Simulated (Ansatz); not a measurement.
# FGaH4: the cost of one run

Program: Ansatz 0.2.0. Level of theory: UKS BLYP/def2-SVP. These are calculated values, not measurements.

### Step 1. The system as given

Bond lengths: Ga1–F2 2.123 Å, Ga1–H3 1.539 Å, Ga1–H4 1.542 Å. Angles: F2–Ga1–H3 110.3°, F2–Ga1–H4 110.4°, H3–Ga1–H4 130.5°.

Coordinates:

```xyz
6

Ga   -0.4680   -0.2945   -0.4217
F     0.4007   -0.1623    1.5113
H     0.0955   -1.5104   -1.1784
H    -1.8851    0.3138   -0.4174
H     0.8574    0.5855    0.6746
H     0.9995    1.0680   -0.1684
```

### Step 2. Run 1

150 steps of 0.5 fs at constant energy, with velocities drawn for 100 K.

Contents of input.yaml:

```yaml
crystal:
  periodic: [false, false, false]
  atoms:
    - { symbol: Ga, position_ang: [-0.468, -0.2945, -0.4217] }
    - { symbol: F, position_ang: [0.4007, -0.1623, 1.5113] }
    - { symbol: H, position_ang: [0.0955, -1.5104, -1.1784] }
    - { symbol: H, position_ang: [-1.8851, 0.3138, -0.4174] }
    - { symbol: H, position_ang: [0.8574, 0.5855, 0.6746] }
    - { symbol: H, position_ang: [0.9995, 1.068, -0.1684] }
magnetization:
  spin_polarized: true
basis:
  gaussian: { orbitals: def2-SVP }
hamiltonian:
  xc: blyp
md:
  timestep: 0.5
  n_steps: 150
  ensemble: nve
  temperature: 100.0
  initial_velocities: maxwell_boltzmann
  seed: 477180
```

Launch:

```console
$ ansatz run input.yaml --threads 1 --pin off --max-ram 2048MiB --backend cpu --events-out ev --progress --plain --runs-dir out
```

**Question.** How long does this run take on 1 thread of Intel Xeon Platinum 8375C at 2.90GHz (Ice Lake), shared host, and how much memory does it need?

About 4.1 min, with a peak of 0.14 GiB.
